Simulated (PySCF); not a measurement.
**CoHF: structure of the quartet**

Aim: relax CoHF as a quartet from a bent start, check by its vibrations whether the end is a minimum, and collect its spectrum and constants.

The runs use PySCF 2.14.0; PBE0, basis Co def2-TZVP, H def2-TZVP, F def2-TZVP, no relativity, density fitting.

## (1) Where the work starts

3 atoms, charge 0, spin multiplicity 4.

Bond lengths: Co1–H2 1.430 Å, Co1–F3 1.750 Å. Angles: H2–Co1–F3 110.0°.

Z-matrix (Å, degrees; charge 0 multiplicity 4):
```
Co
H  1 1.4300
F  1 1.7500 2 110.00
```

## (2) First SCF at the start

The steps below are one call of a driver around PySCF. For each, scf.py gives the equivalent set-up of the SCF; relaxations use the driver's own optimiser. After this first run the driver tries any further starts and a stability analysis.

Contents of scf.py:

```python
from pyscf import gto, scf, dft
mol = gto.M(atom='''
Co     0.000000     0.000000     0.000000
H     -1.171400     0.000000     0.820200
F      1.433500     0.000000     1.003800''',
    basis={'Co': 'def2-TZVP', 'H': 'def2-TZVP', 'F': 'def2-TZVP'},
    charge=0, spin=3)
mf = dft.UKS(mol, xc='PBE0')
mf.grids.atom_grid = (50, 194)
aux = {'Co': 'def2-universal-JKFIT', 'H': 'def2-universal-JKFIT', 'F': 'def2-universal-JKFIT'}
mf = mf.density_fit(auxbasis=aux)
mf.conv_tol = 1e-08
mf.diis_space = 10
mf.max_cycle = 60
mf.init_guess = 'minao'
mf.verbose = 4
mf.kernel()
```

Run with:

```sh
OMP_NUM_THREADS=2 python axn.py task.json out
```

Further steps of the session: Relaxation: bent start, quartet; Vibrations and properties at this point.

What does the calculation give? Wanted: minimum; geometry; wavenumbers; dipole moment; highest occupied, lowest empty level; polar-tensor charge of Co1; zero-point energy; atomisation energy; ⟨S²⟩.

**Answer**, as computed:

| quantity | value |
| --- | --- |
| minimum | quartet, Cs |
| geometry | Co–F 1.770 Å, Co–H 1.568 Å; F–Co–H 161.5° |
| wavenumbers (cm⁻¹) | 208 (a'), 661 (a'), 1867 (a') |
| dipole moment | 1.90 D |
| highest occupied, lowest empty level (either spin) | -8.57, -3.47 eV |
| polar-tensor charge of Co1 | +1.15 e |
| zero-point energy | 16.4 kJ/mol |
| entropy at 298.15 K | 259.7 J/(mol K) |
| atomisation energy (no zero-point energy) | 706 kJ/mol |
| ⟨S²⟩ | 3.764 |

In words: The molecule stays Cs, as typed, and the end point is a minimum. The strongest infrared band lies at 208 cm⁻¹ (a', bend). Most of the spin sits on Co1 (Mulliken spin 2.98, against 3 for the whole molecule). The first SCF alone would have been 5 kJ/mol too high. Only this shape and spin were tried, so other structures or states may lie lower. One determinant may miss the lowest occupation of an open d or f shell.
